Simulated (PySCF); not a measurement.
# H4HgS2 (Hg(H2S)22+): the cost of one run

The runs use PySCF 2.14.0; several levels, as the steps say, no spin–orbit coupling.

3 further runs of the same task are left out: 2 for a known fault of the program, 1 that didn't finish.

## Step 1: The starting structure

7 atoms, charge 2, spin multiplicity 1.

Bond lengths: Hg1–S2 2.503 Å, Hg1–S5 2.503 Å, S2–H3 1.380 Å, S2–H4 1.380 Å, S5–H6 1.380 Å, S5–H7 1.380 Å. Angles: S2–Hg1–S5 178.6°, Hg1–S2–H3 97.3°, Hg1–S2–H4 97.3°, H3–S2–H4 93.6°, Hg1–S5–H6 97.3°, Hg1–S5–H7 97.3°, H6–S5–H7 93.6°.

Geometry (Å):

```xyz
7

Hg   -0.0114    0.0000    0.0000
S     0.0187   -0.1564    2.4976
H     0.8351    0.9313    2.7310
H    -1.1413    0.5533    2.7317
S     0.0187    0.1564   -2.4976
H     0.8351   -0.9313   -2.7310
H    -1.1413   -0.5533   -2.7317
```

Formal oxidation states: Hg +2. An earlier session relaxed this geometry at PBE, Hg def2-SVP with ECP60, S def2-SVP, H def2-SVP (singlet, point group C2).

At PBE on the finer grid: E = -951.004349 Eh, HOMO -18.35 eV, LUMO -14.20 eV, Mulliken charge on Hg1 +0.67 e, largest force component 0.005 eV/Å. 

Levels to run: BP86; r2SCAN; TPSS; B3LYP; PBE, TZVP; PBE, x2c-SVP. Hardware: 2 threads of Arm Neoverse V1, shared host.

## Step 2: BP86

run.py (the lines that set the calculation) reads:

```python
mol = gto.M(atom='''
Hg    -0.01139     0.00000     0.00000
S      0.01867    -0.15642     2.49756
H      0.83514     0.93131     2.73101
H     -1.14129     0.55325     2.73170
S      0.01867     0.15642    -2.49756
H      0.83514    -0.93131    -2.73101
H     -1.14129    -0.55325    -2.73170''',
    basis={'Hg': 'def2-SVP', 'S': 'def2-SVP', 'H': 'def2-SVP'},
    ecp={'Hg': 'def2-SVP'},
    charge=2, spin=0)
mf = dft.RKS(mol, xc='B88,P86')
mf.grids.atom_grid = (75, 302)
mf = mf.density_fit()  # fitting sets: Hg def2-universal-JKFIT, S def2-universal-JKFIT, H def2-universal-JKFIT
mf.conv_tol = 1e-08; mf.max_cycle = 55
mf.kernel(dm0)  # dm0: the density of the relaxed state
```

Started as:

```console
$ OMP_NUM_THREADS=2 python run.py
```

**Question.** How long does this run take on 2 threads of Arm Neoverse V1, shared host?

About 3.2 s.
